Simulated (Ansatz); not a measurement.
# BFH5NSi (built from SMILES NB(F)[SiH3]): search for a transition state

Aim: find the saddle point of a 1,2-elimination that is to form Si2–H4 and break B1–Si2, N3–H4, prove it by its vibrations, and relax downhill on both sides to see what it joins.

Computed with Ansatz 0.2.0, Gaussian basis. Level: PBE0-D4, def2-SVP first, then def2-TZVP.

21 further runs of the same task are left out: 21 set aside as unsound or not needed.

**1. Starting geometry**

The guess: 9 atoms, charge 0, spin multiplicity 1.

Atoms are counted from 1 here; the program's logs count them from 0.

Bond lengths: B1–N3 1.380 Å, B1–F5 1.330 Å, Si2–H6 1.504 Å, Si2–H7 1.465 Å, Si2–H8 1.466 Å, N3–H9 1.007 Å. Angles: N3–B1–F5 125.0°, H6–Si2–H7 104.1°, H6–Si2–H8 101.3°, H7–Si2–H8 106.2°, B1–N3–H9 137.7°.

As a file:

```tsv
atom	x (Å)	y (Å)	z (Å)
B1	-1.12250	-0.16910	-0.52290
Si2	0.42640	0.84470	0.79060
N3	-0.24930	-1.18270	-0.85940
H4	0.78800	-0.74190	-0.16080
F5	-2.34680	-0.01920	-1.02060
H6	1.56340	-0.07780	1.13460
H7	1.05460	1.90430	-0.00190
H8	0.12850	1.43420	2.09930
H9	-0.24220	-1.99230	-1.45900
```

Distances that are to change: Si2–H4 1.88 Å, B1–Si2 2.27 Å, N3–H4 1.33 Å.

**2. Constrained relaxation of the guess**

File hold/in.yaml:

```yaml
crystal:
  periodic: [false, false, false]
  atoms:
    - {symbol: B, position_ang: [-1.122500, -0.169100, -0.522900]}
    - {symbol: Si, position_ang: [0.426400, 0.844700, 0.790600]}
    - {symbol: N, position_ang: [-0.249300, -1.182700, -0.859400]}
    - {symbol: H, position_ang: [0.788000, -0.741900, -0.160800]}
    - {symbol: F, position_ang: [-2.346800, -0.019200, -1.020600]}
    - {symbol: H, position_ang: [1.563400, -0.077800, 1.134600]}
    - {symbol: H, position_ang: [1.054600, 1.904300, -0.001900]}
    - {symbol: H, position_ang: [0.128500, 1.434200, 2.099300]}
    - {symbol: H, position_ang: [-0.242200, -1.992300, -1.459000]}
basis:
  gaussian: {orbitals: def2-SVP}
hamiltonian: {xc: pbe0, dispersion: d4}
relax: {f_tol: 0.08, max_steps: 120, escape_saddle: false, constraints: [{distance: [1, 3]}, {distance: [0, 1]}, {distance: [2, 3]}]}
```

No record of the launch command was kept for these runs.

The runs that follow: Saddle search in the small basis; Saddle search in triple zeta; Vibrations at the point found; Relaxing after a step of 0.30 Å one way along the mode; Relaxing after a step of 0.30 Å the other way along the mode.

Before running it: what results should come out? Wanted: imaginary mode; barrier from the start side; barrier from the end side; energy of the step; pairs that change; zero-point energy at the saddle.

As calculated:

```
                       quantity                                                                       value
                 imaginary mode                                                                   160i cm⁻¹
    barrier from the start side                                                                    4.116 eV
      barrier from the end side                                                                    0.025 eV
             energy of the step                                                                   +4.091 eV
              pairs that change  Si2–H4 shortened, H4–H6 formed, B1–Si2 broken, Si2–H6 broken, N3–H4 broken
zero-point energy at the saddle                                                                    1.361 eV
```

One imaginary mode, 160i cm⁻¹, makes this a first-order saddle. It joins the planned start and end. At PBE0-D4/def2-TZVP the electronic barrier is 4.116 eV, about 160 kT at 298 K, and the step runs 4.091 eV uphill. A step off the saddle overshot and began above it in energy, so the link to its end is likely but not proven.
